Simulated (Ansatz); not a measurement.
# ScGa2N3: the cost of one run

Computed with Ansatz 0.2.0 (DFT PBE, scalar-relativistic, plane waves, PAW, unless a step's input says otherwise).

## Step 1: The system as given

It takes space group P-3m1 (No. 164, trigonal). Conventional cell: a = 3.099 Å, b = 3.099 Å, c = 7.453 Å, α = 90.00°, β = 90.00°, γ = 120.00°. Sc (site symmetry -3m) has 6 N at 2.21 Å as nearest neighbours. Ga (site symmetry 3m) is surrounded by 6 N at 2.15 to 2.17 Å. N (site symmetry 3m) has 3 Ga at 2.15 Å and 3 Sc at 2.21 Å as nearest neighbours. N (site symmetry -3m) is surrounded by 6 Ga at 2.17 Å.

Structure file:

```
Sc Ga N
1.0
     3.09856    0.00000    0.00000
    -1.54928    2.68344    0.00000
     0.00000    0.00000    7.45266
Sc Ga N
1 2 3
Direct
  0.00000 0.00000 0.50000
  0.33333 0.66667 0.16499
  0.66667 0.33333 0.83501
  0.33333 0.66667 0.67414
  0.66667 0.33333 0.32586
  0.00000 0.00000 0.00000
```

It is the end of an earlier relaxation with the same method, from a database cell with other species swapped in; it needn't be the stable form of this composition. At a tolerance of 0.02 Å it has space group P-3m1 (No. 164); it has 10.33 Å³/atom, an uncorrected energy of -0.59 eV/atom over the elements.

## Step 2: Bands, states and charges

Input file input.yaml:

```yaml
crystal:
  lattice:
    - [3.0985640389, 0.0, 0.0]
    - [-1.5492820194, 2.6834351729, 0.0]
    - [0.0, 0.0, 7.4526623636]
  atoms:
    - { symbol: Sc, position: [0.0, 0.0, 0.5] }
    - { symbol: Ga, position: [0.3333333333, 0.6666666667, 0.1649896915] }
    - { symbol: Ga, position: [0.6666666667, 0.3333333333, 0.8350103085] }
    - { symbol: "N", position: [0.3333333333, 0.6666666667, 0.674144744] }
    - { symbol: "N", position: [0.6666666667, 0.3333333333, 0.325855256] }
    - { symbol: "N", position: [0.0, 0.0, 0.0] }
basis:
  ecutwfc: 420
kpoints:
  mp_grid: { grid: [12, 12, 4] }
  band_path:
    path:
      - [[0.0, 0.0, 0.0], [0.5, 0.0, 0.0], [0.33333333, 0.33333333, 0.0], [0.0, 0.0, 0.0], [0.0, 0.0, 0.5], [0.5, 0.0, 0.5], [0.33333333, 0.33333333, 0.5], [0.0, 0.0, 0.5]]
      - [[0.5, 0.0, 0.5], [0.5, 0.0, 0.0]]
      - [[0.33333333, 0.33333333, 0.5], [0.33333333, 0.33333333, 0.0]]
    npoints: 14
hamiltonian:
  xc: pbe
scf:
  occupations: { method: gaussian, width: 0.02 }
  n_extra_bands: 15
output:
  forces: true
  stress: true
  eigenvalues: true
  populations: true
  dos: { projected: true, de: 0.02, nscf_kmesh: { grid: [18, 18, 6] } }
  bader: true
  write_density: true
  write_potential: true
  elf: true
  volumetric_format: npy
```

The run is started by

```console
$ ansatz run input.yaml --threads 1 --pin off --max-ram 2560MiB --backend cpu --events-out ev --progress --plain --runs-dir out
```

**Question.** How long does this run take on 1 thread of Arm Neoverse V1, shared host, and how much memory does it need?

About 83 s, with a peak of 0.54 GiB.
